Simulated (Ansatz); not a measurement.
# BiTe (Fm-3m) in Ansatz: further runs, part 2 of 2

Ansatz 0.2.0. The steps go on from the part before.

**3. Electric field gradients, B3LYP**

Contents of input.yaml:

```yaml
crystal:
  lattice: { a: 6.47, b: 6.47, c: 6.47, alpha: 90.0, beta: 90.0, gamma: 90.0 }
  space_group: 225
  reduce_to_primitive: true
  atoms:
    - { symbol: Bi, wyckoff: "4a", position: [0.0, 0.0, 0.0] }
    - { symbol: Te, wyckoff: "4b", position: [0.5, 0.0, 0.0] }
hamiltonian:
  xc: b3lyp
  pseudopotentials: { kind: paw }
kpoints:
  mp_grid: { grid: [4, 4, 4] }
scf:
  occupations: { method: fermi_dirac, width: 0.1 }
output:
  forces: true
  stress: true
  eigenvalues: true
  efg: {}
  write_density: true
  write_potential: true
  elf: true
  volumetric_format: npy
```

Potentials or basis: Ansatz PAW.

Run with:

```
> ansatz run input.yaml --threads 1 --pin off --max-ram 2560MiB --backend cpu --events-out ev --progress --plain --runs-dir out
```

The program printed:

```text
Warning: output.stress: scf.convergence.dr2_threshold = 1e-7 eV (the SCF's general default) is looser than the 2e-10 eV advised for a printed stress (1e-10 eV for each atom of the cell: 2). What an SCF threshold leaves in a stress goes as its square root, and in the free energy as the threshold itself, and one threshold admits the most on a small cell: of the crystals measured, under no hybrid functional and no lock of the moments, on runs that ended without the residual-converged pass, on stresses that held no estimate of that error, the worst erred by over 100 MPa in a component at 1e-7 eV an atom and by under 5 at 1e-10. Set scf.convergence.dr2_threshold to 2e-10 eV or tighter. The threshold is an SCF's pass mark: one that does not reach it within its budget of iterations ends unconverged, or closes short of it on a stop that the run arms, and scf.convergence.dr2_threshold's page says what that costs each kind of run
Warning: output.stress: scf.exx.energy_threshold = 1e-6 eV is looser than the 2e-8 eV advised for a stress under a hybrid functional (1e-8 eV for each atom of the cell: 2). Every SCF of the exchange loop can meet its threshold on dr2 while the loop round them stops early: no threshold on dr2 bounds what that leaves in the stress. Set scf.exx.energy_threshold to 2e-8 eV or tighter. The threshold is the loop's pass mark: a loop that does not reach it within its budget of cycles ends unconverged, and scf.exx.energy_threshold's page has the law
Warning: RAYON_NUM_THREADS=1 ignored (pool sized by the plan → 1); use --threads N
crystal.space_group: 225 is read as Fm-3m: the typed cell holds Bi4Te4 (Bi 4a, Te 4b). Least distances (Å): Bi–Bi 4.575, Bi–Te 3.235, Te–Te 4.575
crystal.space_group generates its sites in this order, which a site index counts, at these fractional coordinates of the primitive cell where crystal.reduce_to_primitive is true, and else of the cell that is read (crystal.supercell repeats the list replica by replica, and crystal.defects acts on that): 0: Bi [0.000000, 0.000000, 0.000000]; 1: Te [0.500000, 0.500000, 0.500000];
Te, Bi: output.efg is read without spin–orbit coupling, which moves field gradients at and beside such atoms by some per cent and up to a factor of two; PAW files take it under magnetization.noncollinear and magnetization.spin_orbit
Engine: ansatz 0.2.0, x86_64-unknown-linux-gnu
Pseudopotentials: kind: paw
Pseudopotential: Bi, paw, valence charge 15, recommended cutoff 420 eV (normal), Bi.paw.azcp
[... 93 lines left out ...]
  P = ⅓ Tr σ = 2.0776 GPa (20.776 kbar)
--- PAW observables at the nuclei: V_zz in 10²¹ V/m², potentials from the cell's mean, atoms counted from 1 ---
  atom   1  Bi V_zz =    +0.000000   η = 0.0000   by run symmetry: forbidden
            electrostatic potential = -17829.743960 V   contact ρ = none
  atom   2  Te V_zz =    +0.000000   η = 0.0000   by run symmetry: forbidden
            electrostatic potential = -8649.255098 V   contact ρ = none
--- Band table (eV; the first three rows and the last of 8) ---
  k-point 0: bands = ["-29.7454", "-29.7454", "-29.7397", "-29.7397", "-29.7397", "-15.2332", "-15.2332", "-15.2208", "-15.2208", "-15.2208", "-5.1297", "0.8539", "6.7594", "6.7594", "6.7594", "12.6791", "12.6791", "12.6791", "15.5032", "15.5032"]
  k-point 1: bands = ["-29.7453", "-29.7453", "-29.7396", "-29.7395", "-29.7395", "-15.2364", "-15.2364", "-15.2200", "-15.2181", "-15.2181", "-4.5319", "-0.5128", "6.9949", "6.9949", "7.3743", "10.8670", "10.9370", "10.9370", "15.7229", "16.6330"]
  k-point 2: bands = ["-29.7451", "-29.7451", "-29.7394", "-29.7393", "-29.7393", "-15.2390", "-15.2390", "-15.2190", "-15.2148", "-15.2148", "-3.0569", "-2.5896", "7.5319", "7.5319", "8.0153", "9.1104", "9.1208", "9.1208", "18.3326", "18.7701"]
  k-point 7: bands = ["-29.7455", "-29.7450", "-29.7393", "-29.7393", "-29.7387", "-15.2449", "-15.2343", "-15.2175", "-15.2175", "-15.2104", "-2.6731", "-2.1710", "4.1681", "4.1681", "7.9356", "9.5490", "14.6106", "14.6106", "15.9866", "15.9866"]
```

rho_z.tsv:

```text
# z_ang	rho[e/angstrom^3]
# format = ansatz-planar-average/11
# lattice	0.000000000	3.235000000	3.235000000
# lattice	3.235000000	0.000000000	3.235000000
# lattice	3.235000000	3.235000000	0.000000000
# sites	2
# site	83	0.000000000	0.000000000	0.000000000
# site	52	3.235000000	3.235000000	3.235000000
0.000000	6.626445e-1
0.142968	6.448702e-1
0.285936	5.953386e-1
0.428904	5.223334e-1
0.571873	4.365754e-1
0.714841	3.511089e-1
[... 24 lines left out ...]
4.289045	5.953386e-1
4.432013	6.448702e-1
```

Wall time 23 s (1 thread of AMD EPYC 7B13 (Zen 3), shared host); peak memory 0.97 GiB.

Results:

| Property | Result |
| --- | --- |
| Free energy | -19406.6744 eV |
| Pressure | 2.1 GPa |
| Band gap on the k mesh | none (metal or under the smearing width) |

Caveat: the k mesh is coarse (spacing up to 0.42 Å⁻¹), so the values aren't converged, least of all with exact exchange; spin-orbit coupling is left out, which moves the levels of the heavy elements; the PAW data sets come from PBE, with cores solved anew for the run's functional, which leaves a small shift of forces and pressure; the thresholds are loose for stress.

**4. Density of states, PBE+D4, spin-orbit coupling, no magnetisation (cell strained at random at fixed volume)**

Contents of input.yaml:

```yaml
crystal:
  lattice:
    - [-0.041032, 3.376957, 3.210844]
    - [3.215859, -0.018331, 3.188143]
    - [3.141979, 3.280375, 0.055549]
  atoms:
    - { symbol: Bi, position: [0.0, 0.0, 0.0] }
    - { symbol: Te, position: [0.5, 0.5, 0.5] }
hamiltonian:
  xc: pbe
  pseudopotentials: { kind: paw_fr }
  dispersion: d4
magnetization:
  noncollinear: true
  spin_orbit: true
kpoints:
  mp_grid: { grid: [6, 6, 6] }
scf:
  occupations: { method: tetrahedron }
  n_extra_bands: 6
output:
  forces: true
  stress: true
  dos: { projected: false, de: 0.05, nscf_kmesh: { grid: [9, 9, 9] } }
  write_density: true
  write_potential: true
  elf: true
  volumetric_format: npy
```

Run with:

```
> ansatz run input.yaml --threads 1 --pin off --max-ram 2560MiB --backend cpu --events-out ev --progress --plain --runs-dir out
```

Run time: 1.9 min. Hardware: 1 thread of AMD EPYC 7B13 (Zen 3), shared host; peak memory 1.2 GiB.

It converged, with:

| Property | Result |
| --- | --- |
| Free energy | -19422.2898 eV |
| Pressure | 0.2 GPa |
| Band gap on the k mesh | none (metal or under the smearing width) |
| Density of states at the Fermi level | 1.15 states/eV per cell |

Stress tensor (GPa, compression positive):
```
 0.88  0.04 -0.02
 0.04 -1.90 -0.02
-0.02 -0.02  1.70
```

Levels at points of the mesh, in eV from the Fermi level:
```
              k point  band 27  band 28  band 29  band 30  band 31  band 32  band 33  band 34
   (0.00, 0.00, 0.00)    -2.28    -2.28    -1.78    -1.78     0.58     0.58     2.69     2.69
  (0.00, 0.00, -0.50)    -2.07    -2.07    -1.71    -1.71    -1.40    -1.40    -0.39    -0.39
  (0.00, -0.50, 0.00)    -1.91    -1.91    -1.57    -1.57    -1.24    -1.24    -0.20    -0.20
 (0.00, -0.50, -0.50)    -4.53    -4.53    -3.46    -3.46     2.34     2.34     2.43     2.43
  (-0.50, 0.00, 0.00)    -1.86    -1.86    -1.50    -1.50    -1.24    -1.24    -0.10    -0.10
 (-0.50, 0.00, -0.50)    -4.38    -4.38    -3.52    -3.52     2.41     2.41     2.68     2.68
 (-0.50, -0.50, 0.00)    -4.52    -4.52    -3.50    -3.50     2.32     2.32     2.47     2.47
(-0.50, -0.50, -0.50)    -1.96    -1.96    -1.62    -1.62    -1.25    -1.25    -0.26    -0.26
```

States per cell in windows of 1 eV (zero at the Fermi level; states under -8 eV left out):
```
from (eV)  total
     -8.0   0.00
     -7.0   0.00
     -6.0   0.32
     -5.0   1.40
     -4.0   1.68
     -3.0   1.66
     -2.0   0.99
     -1.0   1.04
      0.0   1.12
      1.0   1.22
      2.0   1.47
      3.0   1.17
      4.0   0.63
      5.0   0.27
      6.0   0.04
      7.0   0.00
```

Caveat: pairwise dispersion overbinds metals, which lowers pressure and volume; with tetrahedron occupations forces and stress needn't match the slope of the energy.

**5. Density of states, PBE0, spin-orbit coupling, no magnetisation**

Contents of input.yaml:

```yaml
crystal:
  lattice:
    - [0.0, 3.235, 3.235]
    - [3.235, 0.0, 3.235]
    - [3.235, 3.235, 0.0]
  atoms:
    - { symbol: Bi, position: [0.0, 0.0, 0.0] }
    - { symbol: Te, position: [0.5, 0.5, 0.5] }
hamiltonian:
  xc: pbe0
  pseudopotentials: { kind: paw_fr }
magnetization:
  noncollinear: true
  spin_orbit: true
kpoints:
  mp_grid: { grid: [4, 4, 4] }
scf:
  occupations: { method: fermi_dirac, width: 0.15 }
  n_extra_bands: 6
output:
  forces: true
  stress: true
  eigenvalues: true
  dos: { projected: false, de: 0.05 }
```

Run with:

```
> ansatz run input.yaml --threads 1 --pin off --max-ram 2560MiB --backend cpu --events-out ev --progress --plain --runs-dir out
```

Wall time 2.6 min (1 thread of AMD EPYC 7B13 (Zen 3), shared host); peak memory 1.5 GiB.

Results (log left out):

| Property | Result |
| --- | --- |
| Free energy | -19391.2265 eV |
| Pressure | 0.5 GPa |
| Band gap on the k mesh | none (metal or under the smearing width) |
| Density of states at the Fermi level | 0.91 states/eV per cell |

Levels at points of the mesh, in eV from the Fermi level:
```
             k point  band 28  band 29  band 30  band 31  band 32  band 33  band 34  band 35
  (0.00, 0.00, 0.00)    -2.76    -2.76    -2.76     0.84     0.84     3.82     3.82     3.82
 (0.00, 0.00, -0.50)    -2.57    -2.17    -2.17    -1.82    -1.82     0.00     0.00     0.49
(0.00, -0.50, -0.50)    -5.45    -4.50    -4.50     2.92     2.92     3.37     3.37     5.44
```

States per cell in windows of 0.5 eV (zero at the Fermi level; states under -8 eV left out):
```csv
from (eV),total
-8.0,0.00
-7.5,0.00
-7.0,0.02
-6.5,0.20
-6.0,0.69
-5.5,0.68
-5.0,0.71
-4.5,0.71
-4.0,0.72
-3.5,1.04
-3.0,1.00
-2.5,0.21
-2.0,0.01
-1.5,0.08
-1.0,0.30
-0.5,0.43
0.0,0.47
0.5,0.44
1.0,0.45
1.5,0.54
2.0,0.61
2.5,0.68
3.0,0.64
3.5,0.77
4.0,0.46
4.5,0.27
5.0,0.44
5.5,0.29
6.0,0.08
6.5,0.04
7.0,0.02
7.5,0.01
```

Caveat: the k mesh is coarse (spacing up to 0.42 Å⁻¹), so the values aren't converged, least of all with exact exchange; the PAW data sets come from PBE, with cores solved anew for the run's functional, which leaves a small shift of forces and pressure; the thresholds are loose for stress.

**6. The reference run**

An earlier run on the cell as given: functional PBE; potentials or basis Ansatz PAW; cutoff 420 eV (not typed: the program's choice for these potentials); k mesh 7 × 7 × 7; occupations fermi-dirac, width 0.05 eV; no spin polarisation.

* Pressure: 0.9 GPa
* Band gap on the k mesh: none (metal or under the smearing width)

**7. Overview**

| task | level | potentials or basis | spin | cell | k mesh | cutoff (eV) | smearing | mesh quality | gap on the mesh (eV) | pressure (GPa) |
| --- | --- | --- | --- | --- | --- | --- | --- | --- | --- | --- |
| ladder of functionals | m-r2SCAN | Ansatz PAW earlier set | off | volume scaled by 0.96 | 7 × 7 × 7 | 640 | gaussian 0.15 eV | not flagged | none | 2.4 |
| electric field gradients | B3LYP | Ansatz PAW | off | as given | 4 × 4 × 4 | 420 | fermi-dirac 0.1 eV | coarse | none | 2.1 |
| density of states | PBE+D4 | Ansatz PAW | SOC, no magnetisation | cell strained at random at fixed volume | 6 × 6 × 6 | 420 | tetrahedron | not flagged | none | 0.2 |
| density of states | PBE0 | Ansatz PAW | SOC, no magnetisation | as given | 4 × 4 × 4 | 420 | fermi-dirac 0.15 eV | coarse | none | 0.5 |
| single point | PBE | Ansatz PAW | off | as given | 7 × 7 × 7 | 420 | fermi-dirac 0.05 eV | not flagged | none | 0.9 |

Caveats: some runs use coarse meshes; spin-orbit coupling is left out, which moves the levels of the heavy elements (some runs); the PAW data sets come from PBE, with cores solved anew for the run's functional, which leaves a small shift of forces and pressure (some runs); the thresholds are loose for stress (some runs); pairwise dispersion overbinds metals, which lowers pressure and volume (some runs); with tetrahedron occupations forces and stress needn't match the slope of the energy (some runs).

Absolute energies hang on the potentials; compare differences alone.
